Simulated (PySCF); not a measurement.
**C2H8B2N radical: a look at the electrons**

Aim: take C2H8B2N radical and see where an electron leaves and enters, analyse its density (charges, bond critical points, surface potential) and measure its response to a uniform field.

Computed with PySCF 2.14.0. Level: levels as typed in each script, gas phase, geometry from GFN2-xTB.

**1. The system as given**

13 atoms, charge 0, spin multiplicity 2.

Bond lengths: B1–N2 1.411 Å, B1–H6 1.173 Å, B1–H7 1.168 Å, N2–B3 1.412 Å, N2–C4 1.462 Å, B3–H8 1.167 Å, B3–H9 1.172 Å, C4–C5 1.473 Å, C4–H10 1.102 Å, C4–H11 1.102 Å, C5–H12 1.072 Å, C5–H13 1.071 Å. Angles: N2–B1–H6 119.6°, N2–B1–H7 119.4°, H6–B1–H7 121.0°, B1–N2–B3 123.5°, B1–N2–C4 118.7°, B3–N2–C4 117.8°, N2–B3–H8 119.4°, N2–B3–H9 119.5°, H8–B3–H9 121.1°, N2–C4–C5 112.6°, N2–C4–H10 109.3°, N2–C4–H11 109.3°, C5–C4–H10 109.9°, C5–C4–H11 109.8°, H10–C4–H11 105.7°, C4–C5–H12 119.8°, C4–C5–H13 120.6°, H12–C5–H13 119.6°.

Coordinates:

| atom | x (Å) | y (Å) | z (Å) |
| --- | --- | --- | --- |
| B1 | 1.3005 | -1.1719 | 0.1683 |
| N2 | 0.5742 | 0.0026 | -0.1205 |
| B3 | 1.0912 | 1.3043 | 0.0617 |
| C4 | -0.8055 | -0.1231 | -0.5866 |
| C5 | -1.7859 | 0.0065 | 0.5055 |
| H6 | 0.8032 | -2.2196 | -0.0072 |
| H7 | 2.3933 | -1.0851 | 0.5704 |
| H8 | 2.1779 | 1.4376 | 0.4672 |
| H9 | 0.4264 | 2.2320 | -0.2069 |
| H10 | -0.9332 | -1.0943 | -1.0919 |
| H11 | -1.0019 | 0.6413 | -1.3563 |
| H12 | -2.8349 | -0.0316 | 0.2879 |
| H13 | -1.4602 | 0.1387 | 1.5169 |

**2. Removing and adding an electron (TPSSh/6-311g**)**

Contents of input.py:

```python
import numpy as np
from pyscf import gto, scf, dft
from pyscf.scf import atom_ks, atom_hf
from scipy.linalg import block_diag

def solve(mol, dm0=None, hcore=None):
    mf = (dft.UKS if mol.spin else dft.RKS)(mol, xc='tpssh')
    mf.grids.level = 3
    mf = mf.density_fit(auxbasis='def2-universal-jkfit')
    mf.conv_tol, mf.max_cycle = 1e-8, 80
    if hcore is not None:
        mf.get_hcore = lambda *args: hcore
    mf.kernel(dm0)
    if not mf.converged:
        mf = mf.newton().run(mf.mo_coeff, mf.mo_occ, max_cycle=30)
    assert mf.converged, 'SCF not converged'
    return mf

mol = gto.M(atom='''
B      1.30051    -1.17191     0.16831
N      0.57418     0.00259    -0.12052
B      1.09123     1.30431     0.06168
C     -0.80553    -0.12305    -0.58656
C     -1.78590     0.00651     0.50550
H      0.80321    -2.21958    -0.00723
H      2.39331    -1.08511     0.57037
H      2.17788     1.43759     0.46716
H      0.42643     2.23203    -0.20687
H     -0.93319    -1.09427    -1.09195
H     -1.00188     0.64132    -1.35627
H     -2.83494    -0.03158     0.28789
H     -1.46020     0.13866     1.51694
''', basis='6-311g**', charge=0, spin=1, verbose=4)
mf = solve(mol)
out = dict(e0=mf.e_tot, dm0=mf.make_rdm1(), c=mf.mo_coeff, occ=mf.mo_occ, eps=mf.mo_energy)
for name, dq, spin in [('cation', 1, 0), ('anion', -1, 0)]:
    ion = mol.copy().set(charge=mol.charge + dq, spin=spin).build()
    mi = solve(ion)
    if spin and dq > 0 and mol.nao < 130:
        c, _, stable, _ = mi.stability(return_status=True)
        if not stable:
            mi = solve(ion, mi.make_rdm1(c, mi.mo_occ))
    print(name, 'vertical energy change / eV', (mi.e_tot - mf.e_tot) * 27.211386)
    out.update({'e_' + name: mi.e_tot, 'dm_' + name: mi.make_rdm1(), 's2_' + name: mi.spin_square()[0], 'eps_' + name: mi.mo_energy, 'occ_' + name: mi.mo_occ})
# spherically averaged free atoms, for the promolecule
atm = atom_ks.get_atm_nrks(mol, xc='tpssh')
pro = block_diag(*[(atm[a[0]][2] * atm[a[0]][3]) @ atm[a[0]][2].T for a in mol._atom])
np.savez('result.npz', pro=pro, **out)
```

The run is started by

```sh
$ OMP_NUM_THREADS=1 python input.py
```

**4. Density, bond paths and surface potential (PBE0/def2-svp)**

Contents of input.py:

```python
import numpy as np
from pyscf import gto, scf, dft
from pyscf.scf import atom_ks, atom_hf
from scipy.linalg import block_diag

def solve(mol, dm0=None, hcore=None):
    mf = (dft.UKS if mol.spin else dft.RKS)(mol, xc='pbe0')
    mf.grids.level = 3
    mf = mf.density_fit(auxbasis='def2-universal-jkfit')
    mf.conv_tol, mf.max_cycle = 1e-8, 80
    if hcore is not None:
        mf.get_hcore = lambda *args: hcore
    mf.kernel(dm0)
    if not mf.converged:
        mf = mf.newton().run(mf.mo_coeff, mf.mo_occ, max_cycle=30)
    assert mf.converged, 'SCF not converged'
    return mf

mol = gto.M(atom='''
B      1.30051    -1.17191     0.16831
N      0.57418     0.00259    -0.12052
B      1.09123     1.30431     0.06168
C     -0.80553    -0.12305    -0.58656
C     -1.78590     0.00651     0.50550
H      0.80321    -2.21958    -0.00723
H      2.39331    -1.08511     0.57037
H      2.17788     1.43759     0.46716
H      0.42643     2.23203    -0.20687
H     -0.93319    -1.09427    -1.09195
H     -1.00188     0.64132    -1.35627
H     -2.83494    -0.03158     0.28789
H     -1.46020     0.13866     1.51694
''', basis='def2-svp', charge=0, spin=1, verbose=4)
mf = solve(mol)
mf.analyze()
# spherically averaged free atoms, for the promolecule
atm = atom_ks.get_atm_nrks(mol, xc='pbe0')
pro = block_diag(*[(atm[a[0]][2] * atm[a[0]][3]) @ atm[a[0]][2].T for a in mol._atom])
np.savez('result.npz', e=mf.e_tot, c=mf.mo_coeff, occ=mf.mo_occ, eps=mf.mo_energy, pro=pro, dip=mf.dip_moment(verbose=0), s2=mf.spin_square()[0])
```

**6. Response to an electric field (B3LYP/6-311+g**)**

Contents of input.py:

```python
import numpy as np
from pyscf import gto, scf, dft
from pyscf.scf import atom_ks, atom_hf
from scipy.linalg import block_diag

def solve(mol, dm0=None, hcore=None):
    mf = (dft.UKS if mol.spin else dft.RKS)(mol, xc='b3lyp')
    mf.grids.level = 3
    mf = mf.density_fit(auxbasis='def2-universal-jkfit')
    mf.conv_tol, mf.max_cycle = 1e-8, 80
    if hcore is not None:
        mf.get_hcore = lambda *args: hcore
    mf.kernel(dm0)
    if not mf.converged:
        mf = mf.newton().run(mf.mo_coeff, mf.mo_occ, max_cycle=30)
    assert mf.converged, 'SCF not converged'
    return mf

mol = gto.M(atom='''
B      1.30051    -1.17191     0.16831
N      0.57418     0.00259    -0.12052
B      1.09123     1.30431     0.06168
C     -0.80553    -0.12305    -0.58656
C     -1.78590     0.00651     0.50550
H      0.80321    -2.21958    -0.00723
H      2.39331    -1.08511     0.57037
H      2.17788     1.43759     0.46716
H      0.42643     2.23203    -0.20687
H     -0.93319    -1.09427    -1.09195
H     -1.00188     0.64132    -1.35627
H     -2.83494    -0.03158     0.28789
H     -1.46020     0.13866     1.51694
''', basis='6-311+g**', charge=0, spin=1, verbose=4)
field = np.array([0.0, 0.0, 0.004])  # atomic units
mol.set_common_orig(mol.atom_charges() @ mol.atom_coords() / mol.atom_charges().sum())
mf = solve(mol)
out = dict(dm0=mf.make_rdm1(), d0=mf.dip_moment(unit='AU'), e0=mf.e_tot)
for name, sign in (('p', 1), ('m', -1)):
    h = mf.get_hcore() + sign * np.einsum('x,xij->ij', field, mol.intor('int1e_r'))
    mi = solve(mol, mf.make_rdm1(), h)
    out.update({'dm' + name: mi.make_rdm1(), 'd' + name: mi.dip_moment(unit='AU'), 'e' + name: mi.e_tot})
# spherically averaged free atoms, for the promolecule
atm = atom_ks.get_atm_nrks(mol, xc='b3lyp')
pro = block_diag(*[(atm[a[0]][2] * atm[a[0]][3]) @ atm[a[0]][2].T for a in mol._atom])
np.savez('result.npz', pro=pro, **out)
```

(Steps that only read results are left out.)

Q: Predict the outcome of this session. Wanted: vertical ionisation energy; vertical electron affinity; dipole moment; HOMO, LUMO; polarisability along the field.

As calculated:

```
                                        quantity            value
     vertical ionisation energy (TPSSh/6-311g**)          8.65 eV
     vertical electron affinity (TPSSh/6-311g**)          0.01 eV
                   dipole moment (PBE0/def2-svp)           1.56 D
                      HOMO, LUMO (PBE0/def2-svp)  -6.31, -1.69 eV
polarisability along the field (B3LYP/6-311+g**)       47.0 bohr³
```

In words: The ionisation energy from two SCF runs, 8.65 eV, lies 3.0 eV above −ε(HOMO) = 5.61 eV of the same level, TPSSh/6-311g**, since self-interaction lifts this functional's HOMO. At PBE0/def2-svp: The highest Hirshfeld charge is on B3 (+0.14 e), the lowest on N2 (−0.12 e). All values hold at the given geometry, in the gas phase.
